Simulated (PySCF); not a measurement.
# [TaH4]+: other functionals and bases at one geometry

How far do other levels of theory move the description of [TaH4]+, and what does each cost? It is a constructed species; whether it can be made isn't addressed.

Computed with PySCF 2.14.0. Level: several levels, as the steps say, no spin–orbit coupling.

4 further runs of the same task are left out: 2 for a known fault of the program, 1 that didn't finish, 1 set aside as unsound or not needed.

## 1. The starting structure

5 atoms, charge 1, spin multiplicity 1.

Bond lengths: Ta1–H2 1.712 Å, Ta1–H3 1.711 Å, Ta1–H4 1.712 Å, Ta1–H5 1.712 Å. Angles: H2–Ta1–H3 71.4°, H2–Ta1–H4 111.8°, H2–Ta1–H5 72.1°, H3–Ta1–H4 71.5°, H3–Ta1–H5 111.6°, H4–Ta1–H5 71.6°.

As a file:

```
atom    x (Å)    y (Å)    z (Å)
 Ta1  -0.0817   0.0590  -0.7495
  H2   1.4797  -0.0566  -0.0575
  H3   0.1040   1.3214   0.3907
  H4  -1.3127  -0.0890   0.4305
  H5   0.0563  -1.4805  -0.0143
```

Formal oxidation states: Ta +5. An earlier session relaxed this geometry at r2SCAN, Ta def2-SVP with ECP60, H def2-SVP (singlet, point group C4v).

At r2SCAN on the finer grid: E = -58.986973 Eh, HOMO -13.81 eV, LUMO -10.25 eV, Mulliken charge on Ta1 +1.16 e, largest force component 0.016 eV/Å. 

Levels to run: TPSS; B3LYP; M06-L; CAM-B3LYP; r2SCAN, TZVP; r2SCAN, x2c-SVP. Hardware: 2 threads of Arm Neoverse V1, shared host.

## 2. TPSS

The input, run.py (the lines that set the calculation):

```python
mol = gto.M(atom='''
Ta    -0.08165     0.05900    -0.74947
H      1.47966    -0.05658    -0.05748
H      0.10404     1.32137     0.39069
H     -1.31272    -0.08898     0.43052
H      0.05635    -1.48051    -0.01427''',
    basis={'Ta': 'def2-SVP', 'H': 'def2-SVP'},
    ecp={'Ta': 'def2-SVP'},
    charge=1, spin=0)
mf = dft.RKS(mol, xc='TPSS')
mf.grids.atom_grid = (75, 302)
mf = mf.density_fit()  # fitting sets: Ta def2-universal-JKFIT, H def2-universal-JKFIT
mf.conv_tol = 1e-08; mf.max_cycle = 55
mf.kernel(dm0)  # dm0: the density of the relaxed state
```

Launch:

```sh
> OMP_NUM_THREADS=2 python run.py
```

Standard output:

```text
init E= -58.988171266521
  HOMO = -0.502138962454726  LUMO = -0.377587924373797  gap/eV = 3.38921
cycle= 1 E= -58.9882367860215  delta_E= -6.55e-05  |g|= 0.0379  |ddm|= 0.0968
  HOMO = -0.508709969175694  LUMO = -0.391657875273124  gap/eV = 3.18515
cycle= 2 E= -58.9858362832202  delta_E= 0.0024  |g|= 0.092  |ddm|= 0.169
  HOMO = -0.504295518282956  LUMO = -0.382158599410267  gap/eV = 3.32351
cycle= 3 E= -58.9887584384819  delta_E= -0.00292  |g|= 0.00334  |ddm|= 0.116
  HOMO = -0.503894961355238  LUMO = -0.38173472423888  gap/eV = 3.32415
cycle= 4 E= -58.9887611944051  delta_E= -2.76e-06  |g|= 0.000615  |ddm|= 0.00312
  HOMO = -0.503908203269541  LUMO = -0.381711209112435  gap/eV = 3.32515
cycle= 5 E= -58.9887613319276  delta_E= -1.38e-07  |g|= 1.15e-05  |ddm|= 0.000853
  HOMO = -0.503906700222868  LUMO = -0.381710135703827  gap/eV = 3.32514
cycle= 6 E= -58.9887613319258  delta_E= 1.88e-12  |g|= 1.19e-05  |ddm|= 3.07e-05
  HOMO = -0.503906806957175  LUMO = -0.381709803616471  gap/eV = 3.32515
Extra cycle  E= -58.9887613318642  delta_E= 6.15e-11  |g|= 1.79e-05  |ddm|= 3.72e-05
converged SCF energy = -58.9887613318642
```

It took 1.8 s on 2 threads of Arm Neoverse V1, shared host.

It gives: E = -58.988761 Eh, HOMO -13.71 eV, LUMO -10.39 eV, Mulliken charge on Ta1 +1.16 e, largest force component 0.240 eV/Å. 

## 3. B3LYP

run.py (the lines that set the calculation), as its differences from that of step 2:

```diff
@@ -9,3 +9,3 @@
     charge=1, spin=0)
-mf = dft.RKS(mol, xc='TPSS')
+mf = dft.RKS(mol, xc='B3LYP')
 mf.grids.atom_grid = (75, 302)
```

Launch:

```sh
> OMP_NUM_THREADS=2 python run.py
```

Standard output:

```text
init E= -58.99467879567
  HOMO = -0.532610638482582  LUMO = -0.352309115704728  gap/eV = 4.90625
cycle= 1 E= -58.9950553800557  delta_E= -0.000377  |g|= 0.0184  |ddm|= 0.111
  HOMO = -0.538985044659051  LUMO = -0.361431583181391  gap/eV = 4.83148
cycle= 2 E= -58.9948884982695  delta_E= 0.000167  |g|= 0.0284  |ddm|= 0.0648
  HOMO = -0.536435722295478  LUMO = -0.35684939928357  gap/eV = 4.88679
cycle= 3 E= -58.9951547972564  delta_E= -0.000266  |g|= 0.00424  |ddm|= 0.0407
  HOMO = -0.536195858470474  LUMO = -0.356851471982903  gap/eV = 4.88021
cycle= 4 E= -58.9951598285389  delta_E= -5.03e-06  |g|= 0.000251  |ddm|= 0.00451
  HOMO = -0.536213205838304  LUMO = -0.356885180122842  gap/eV = 4.87976
cycle= 5 E= -58.9951598492499  delta_E= -2.07e-08  |g|= 3.34e-05  |ddm|= 0.000533
  HOMO = -0.536224131072664  LUMO = -0.3568974191425  gap/eV = 4.87973
cycle= 6 E= -58.9951598496958  delta_E= -4.46e-10  |g|= 3.02e-06  |ddm|= 7.55e-05
  HOMO = -0.536223836209215  LUMO = -0.356897400203719  gap/eV = 4.87972
Extra cycle  E= -58.9951598496961  delta_E= -2.7e-13  |g|= 3.76e-06  |ddm|= 9.91e-06
converged SCF energy = -58.9951598496961
```

It took 1.1 s on 2 threads of Arm Neoverse V1, shared host.

Read off: E = -58.995160 Eh, HOMO -14.59 eV, LUMO -9.71 eV, Mulliken charge on Ta1 +1.11 e, largest force component 0.073 eV/Å. 

## 4. M06-L

run.py (the lines that set the calculation), as its differences from that of step 3:

```diff
@@ -9,3 +9,3 @@
     charge=1, spin=0)
-mf = dft.RKS(mol, xc='B3LYP')
+mf = dft.RKS(mol, xc='M06L')
 mf.grids.atom_grid = (75, 302)
```

Launch:

```sh
> OMP_NUM_THREADS=2 python run.py
```

Standard output:

```text
init E= -59.0031482396793
  HOMO = -0.508105488748181  LUMO = -0.36205035438695  gap/eV = 3.97436
cycle= 1 E= -59.0046517840264  delta_E= -0.0015  |g|= 0.0257  |ddm|= 0.26
  HOMO = -0.507317911098568  LUMO = -0.366135315239938  gap/eV = 3.84177
cycle= 2 E= -59.0036993551865  delta_E= 0.000952  |g|= 0.0594  |ddm|= 0.102
  HOMO = -0.504800607693535  LUMO = -0.360170974709415  gap/eV = 3.93557
cycle= 3 E= -59.0048954814953  delta_E= -0.0012  |g|= 0.00101  |ddm|= 0.072
  HOMO = -0.505088670181534  LUMO = -0.360291427762107  gap/eV = 3.94013
cycle= 4 E= -59.0048959440195  delta_E= -4.63e-07  |g|= 0.000393  |ddm|= 0.00352
  HOMO = -0.505036701092791  LUMO = -0.360237966593603  gap/eV = 3.94017
cycle= 5 E= -59.0048959764642  delta_E= -3.24e-08  |g|= 0.000175  |ddm|= 0.000593
  HOMO = -0.505041446182396  LUMO = -0.360247829848396  gap/eV = 3.94003
cycle= 6 E= -59.0048959858133  delta_E= -9.35e-09  |g|= 5.4e-05  |ddm|= 0.000286
  HOMO = -0.505047085150385  LUMO = -0.36025831659663  gap/eV = 3.93990
Extra cycle  E= -59.0048959847328  delta_E= 1.08e-09  |g|= 7.82e-05  |ddm|= 0.000156
converged SCF energy = -59.0048959847328
```

Wall time 1.7 s (2 threads of Arm Neoverse V1, shared host).

It gives: E = -59.004896 Eh, HOMO -13.74 eV, LUMO -9.80 eV, Mulliken charge on Ta1 +1.40 e, largest force component 0.078 eV/Å. 

## 5. CAM-B3LYP

run.py (the lines that set the calculation), as its differences from that of step 4:

```diff
@@ -9,3 +9,3 @@
     charge=1, spin=0)
-mf = dft.RKS(mol, xc='M06L')
+mf = dft.RKS(mol, xc='CAMB3LYP')
 mf.grids.atom_grid = (75, 302)
```

Launch:

```sh
> OMP_NUM_THREADS=2 python run.py
```

Standard output:

```text
init E= -58.9024888473256
  HOMO = -0.586606082972249  LUMO = -0.292039340667889  gap/eV = 8.01557
cycle= 1 E= -58.9037749605997  delta_E= -0.00129  |g|= 0.0294  |ddm|= 0.11
  HOMO = -0.595251558904159  LUMO = -0.306305833899569  gap/eV = 7.86261
cycle= 2 E= -58.903753226163  delta_E= 2.17e-05  |g|= 0.03  |ddm|= 0.0838
  HOMO = -0.59214034533121  LUMO = -0.300165278188981  gap/eV = 7.94505
cycle= 3 E= -58.9040416097102  delta_E= -0.000288  |g|= 0.00322  |ddm|= 0.0418
  HOMO = -0.592296352417659  LUMO = -0.300686520468197  gap/eV = 7.93511
cycle= 4 E= -58.9040460187347  delta_E= -4.41e-06  |g|= 0.000896  |ddm|= 0.00586
  HOMO = -0.592516809598025  LUMO = -0.300946919601783  gap/eV = 7.93402
cycle= 5 E= -58.9040464021716  delta_E= -3.83e-07  |g|= 0.000111  |ddm|= 0.0019
  HOMO = -0.592525712203088  LUMO = -0.300957547516306  gap/eV = 7.93397
cycle= 6 E= -58.9040464227856  delta_E= -2.06e-08  |g|= 1.4e-05  |ddm|= 0.000567
  HOMO = -0.592526920953184  LUMO = -0.300956934928047  gap/eV = 7.93402
cycle= 7 E= -58.9040464231156  delta_E= -3.3e-10  |g|= 3.69e-06  |ddm|= 6.07e-05
  HOMO = -0.592527044899013  LUMO = -0.300956842969408  gap/eV = 7.93403
Extra cycle  E= -58.904046423126  delta_E= -1.04e-11  |g|= 2.3e-06  |ddm|= 8.92e-06
converged SCF energy = -58.904046423126
```

Run time: 1.4 s. Hardware: 2 threads of Arm Neoverse V1, shared host.

Read off: E = -58.904046 Eh, HOMO -16.12 eV, LUMO -8.19 eV, Mulliken charge on Ta1 +1.16 e, largest force component 0.261 eV/Å. 

## 6. r2SCAN, TZVP

Basis: Ta def2-TZVP with ECP60, H def2-TZVP. 

The input, run.py (the lines that set the calculation):

```python
mol = gto.M(atom='''
Ta    -0.08165     0.05900    -0.74947
H      1.47966    -0.05658    -0.05748
H      0.10404     1.32137     0.39069
H     -1.31272    -0.08898     0.43052
H      0.05635    -1.48051    -0.01427''',
    basis={'Ta': 'def2-TZVP', 'H': 'def2-TZVP'},
    ecp={'Ta': 'def2-TZVP'},
    charge=1, spin=0)
mf = dft.RKS(mol, xc='R2SCAN')
mf.grids.atom_grid = (75, 302)
mf = mf.density_fit()  # fitting sets: Ta def2-universal-JKFIT, H def2-universal-JKFIT
mf.conv_tol = 1e-08; mf.max_cycle = 55
mf.kernel(dm0)  # dm0: free metal ions and neutral atoms
```

Launch:

```sh
> OMP_NUM_THREADS=2 python run.py
```

Standard output:

```text
init E= -58.4204490949831
  HOMO = -0.581455497782146  LUMO = -0.438423535097139  gap/eV = 3.89210
cycle= 1 E= -58.9458019941139  delta_E= -0.525  |g|= 0.427  |ddm|= 1.77
  HOMO = -0.512885863316033  LUMO = -0.425452379072095  gap/eV = 2.37919
cycle= 2 E= -58.7448506224061  delta_E= 0.201  |g|= 0.927  |ddm|= 1.11
  HOMO = -0.486860718830942  LUMO = -0.355268824981448  gap/eV = 3.58080
cycle= 3 E= -58.9986025608222  delta_E= -0.254  |g|= 0.103  |ddm|= 0.859
  HOMO = -0.507308580921997  LUMO = -0.3804530030728  gap/eV = 3.45192
cycle= 4 E= -59.0013367685017  delta_E= -0.00273  |g|= 0.0336  |ddm|= 0.128
  HOMO = -0.50606658419004  LUMO = -0.37760915280667  gap/eV = 3.49550
cycle= 5 E= -59.0016538467405  delta_E= -0.000317  |g|= 0.000876  |ddm|= 0.0314
  HOMO = -0.505821376091301  LUMO = -0.377286499181375  gap/eV = 3.49761
cycle= 6 E= -59.0016540691437  delta_E= -2.22e-07  |g|= 0.000224  |ddm|= 0.00127
  HOMO = -0.50582003657533  LUMO = -0.377282619828805  gap/eV = 3.49768
cycle= 7 E= -59.0016540863452  delta_E= -1.72e-08  |g|= 5.98e-05  |ddm|= 0.000288
  HOMO = -0.505822977710027  LUMO = -0.377284347052907  gap/eV = 3.49771
cycle= 8 E= -59.0016540873395  delta_E= -9.94e-10  |g|= 1.84e-05  |ddm|= 6.56e-05
  HOMO = -0.505826113961902  LUMO = -0.377287042092809  gap/eV = 3.49773
Extra cycle  E= -59.0016540872057  delta_E= 1.34e-10  |g|= 2.77e-05  |ddm|= 4.01e-05
converged SCF energy = -59.0016540872057
```

It took 3.3 s on 2 threads of Arm Neoverse V1, shared host.

Read off: E = -59.001654 Eh, HOMO -13.76 eV, LUMO -10.27 eV, Mulliken charge on Ta1 +0.67 e, largest force component 0.133 eV/Å. 

## 7. r2SCAN, x2c-SVP

Basis: Ta x2c-SVPall, H x2c-SVPall. All electrons are treated, with the spin-free X2C Hamiltonian.

The input, run.py (the lines that set the calculation):

```python
mol = gto.M(atom='''
Ta    -0.08165     0.05900    -0.74947
H      1.47966    -0.05658    -0.05748
H      0.10404     1.32137     0.39069
H     -1.31272    -0.08898     0.43052
H      0.05635    -1.48051    -0.01427''',
    basis={'Ta': 'x2c-SVPall', 'H': 'x2c-SVPall'},
    nucmod='G',
    charge=1, spin=0)
mf = dft.RKS(mol, xc='R2SCAN')
mf.grids.atom_grid = (99, 590)
mf = mf.density_fit()  # fitting sets: Ta AutoAux, H AutoAux
mf = mf.sfx2c1e()
mf.conv_tol = 1e-08; mf.max_cycle = 55
mf.kernel(dm0)  # dm0: free metal ions and neutral atoms
```

Launch:

```sh
> OMP_NUM_THREADS=2 python run.py
```

Standard output:

```text
init E= -15606.4082563414
  HOMO = -0.58674310753489  LUMO = -0.448815477676797  gap/eV = 3.75320
cycle= 1 E= -15606.6429104976  delta_E= -0.235  |g|= 0.404  |ddm|= 2.22
  HOMO = -0.533013076248972  LUMO = -0.44303547228297  gap/eV = 2.44842
cycle= 2 E= -15606.4480687041  delta_E= 0.195  |g|= 0.923  |ddm|= 1.58
  HOMO = -0.500612943104704  LUMO = -0.37171732417628  gap/eV = 3.50743
cycle= 3 E= -15606.6880938223  delta_E= -0.24  |g|= 0.0857  |ddm|= 1.24
  HOMO = -0.517170461134262  LUMO = -0.391155711075185  gap/eV = 3.42904
cycle= 4 E= -15606.6897336693  delta_E= -0.00164  |g|= 0.0294  |ddm|= 0.0998
  HOMO = -0.517329725513669  LUMO = -0.390596852790876  gap/eV = 3.44858
cycle= 5 E= -15606.6898563295  delta_E= -0.000123  |g|= 0.00485  |ddm|= 0.0163
  HOMO = -0.516833294588743  LUMO = -0.389769629560246  gap/eV = 3.45758
cycle= 6 E= -15606.6898642751  delta_E= -7.95e-06  |g|= 0.000291  |ddm|= 0.00713
  HOMO = -0.516817599294239  LUMO = -0.389771214106674  gap/eV = 3.45711
cycle= 7 E= -15606.6898643044  delta_E= -2.93e-08  |g|= 8.08e-05  |ddm|= 0.000529
  HOMO = -0.516815771139376  LUMO = -0.389767377996575  gap/eV = 3.45716
cycle= 8 E= -15606.6898643064  delta_E= -1.96e-09  |g|= 3.16e-05  |ddm|= 0.00012
  HOMO = -0.516815144698731  LUMO = -0.389764523352275  gap/eV = 3.45722
Extra cycle  E= -15606.6898643059  delta_E= 4.11e-10  |g|= 4.9e-05  |ddm|= 9.43e-05
converged SCF energy = -15606.6898643059
```

Run time: 16 s. Hardware: 2 threads of Arm Neoverse V1, shared host.

It gives: E = -15606.689864 Eh, HOMO -14.06 eV, LUMO -10.61 eV, Mulliken charge on Ta1 +0.66 e, largest force component 1.153 eV/Å. 

## 8. Results

| level | state | HOMO (eV) | gap (eV) | charge on Ta1 (e) | dipole (D) | largest force (eV/Å) | basis functions | time |
| --- | --- | --- | --- | --- | --- | --- | --- | --- |
| r2SCAN (relaxed here) | singlet | -13.81 | 3.55 | 1.16 | 3.68 | 0.02 | 52 | 5.6 s |
| TPSS | singlet | -13.71 | 3.33 | 1.16 | 3.73 | 0.24 | 52 | 1.8 s |
| B3LYP | singlet | -14.59 | 4.88 | 1.11 | 3.65 | 0.07 | 52 | 1.1 s |
| M06-L | singlet | -13.74 | 3.94 | 1.40 | 3.89 | 0.08 | 52 | 1.7 s |
| CAM-B3LYP | singlet | -16.12 | 7.93 | 1.16 | 3.92 | 0.26 | 52 | 1.4 s |
| r2SCAN, TZVP | singlet | -13.76 | 3.50 | 0.67 | 3.77 | 0.13 | 64 | 3.3 s |
| r2SCAN, x2c-SVP | singlet | -14.06 | 3.46 | 0.66 | 3.44 | 1.15 | 86 | 16 s |

Times are on 2 threads of Arm Neoverse V1, shared host; the first row also made further properties. The dipole of a charged species depends on the origin, so these sizes hold for this origin alone.

In one basis the HOMO–LUMO gap runs from 3.33 eV (TPSS) to 7.93 eV (CAM-B3LYP). The largest leftover force, 1.15 eV/Å with r2SCAN, x2c-SVP, stands at a geometry relaxed at another level. The Mulliken charge on Ta spans +0.66 to +1.40 e over the levels. Total energies of different levels can't be compared. Spin–orbit coupling is left out throughout.
